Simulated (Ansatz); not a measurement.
Working through an all-electron equation of state of C, space group Fd-3m

Computed with Ansatz 0.2.0, Python API.

Typed at the interpreter:
```pycon
>>> import ansatz
>>> from ase.eos import EquationOfState
>>> from ase.units import GPa
>>> import numpy as np
>>> vectors0 = np.array([
...     [0.0, 1.78337, 1.78337],
...     [1.78337, 0.0, 1.78337],
...     [1.78337, 1.78337, 0.0],
... ])
>>> sites = [
...     ("C", (0.0, 0.0, 0.0)),
...     ("C", (0.25, 0.25, 0.25)),
... ]
>>> def crystal_on(cell):
...     crystal = ansatz.Crystal(lattice=ansatz.Lattice.of(cell))
...     for symbol, position in sites:
...         crystal = crystal.atom(symbol, position)
...     return crystal
...
>>> volumes, energies = [], []
>>> for scale in np.linspace(0.92, 1.08, 5):
...     cell = vectors0 * scale ** (1 / 3)
...     setup = crystal_on(cell).calculation()
...     setup = setup.functional("pbe").occupations("fixed")
...     setup = setup.scf(tolerance=1e-09).kpoints(10, 10, 10)
...     setup = setup.pseudopotentials("all_electron", lapw=True, basis_error=0.001)
...     data = setup.run(threads=1).report
...     volumes.append(abs(np.linalg.det(cell)) / len(sites))
...     energies.append(data["free_energy_ev"] / len(sites))
...     print(f"{scale:.3f} {volumes[-1]:9.4f} A^3/atom {energies[-1]:16.5f} eV/atom  (estimated basis error {1000 * data['lapw_basis_errors']['total_ev_per_atom']:.2f} meV/atom)")
...
0.920    5.2181 A^3/atom      -1036.67191 eV/atom  (estimated basis error 0.65 meV/atom)
0.960    5.4450 A^3/atom      -1036.71784 eV/atom  (estimated basis error 0.64 meV/atom)
1.000    5.6718 A^3/atom      -1036.73361 eV/atom  (estimated basis error 0.63 meV/atom)
1.040    5.8987 A^3/atom      -1036.72438 eV/atom  (estimated basis error 0.65 meV/atom)
1.080    6.1256 A^3/atom      -1036.69441 eV/atom  (estimated basis error 0.64 meV/atom)
>>> v0, e0, bulk = EquationOfState(volumes, energies, eos="birchmurnaghan").fit()
>>> print(f"V0 = {v0:.4f} A^3/atom, B0 = {bulk / GPa:.1f} GPa")
V0 = 5.6947 A^3/atom, B0 = 433.4 GPa
```

A third-order Birch-Murnaghan fit through the 5 points has its minimum at 5.69 Å³ an atom, 0.4 % above the typed cell, with a bulk modulus of 433 GPa and dB/dP = 3.7. From that minimum the energy rises by 61.8 meV an atom on the compressed side and 39.3 meV on the expanded side.

All-electron totals depend on functional, relativistic treatment and basis; only differences at equal settings carry meaning. It ran for 15 s on 1 thread of Arm Neoverse V1 (shared host), peak memory 0.3 GiB.
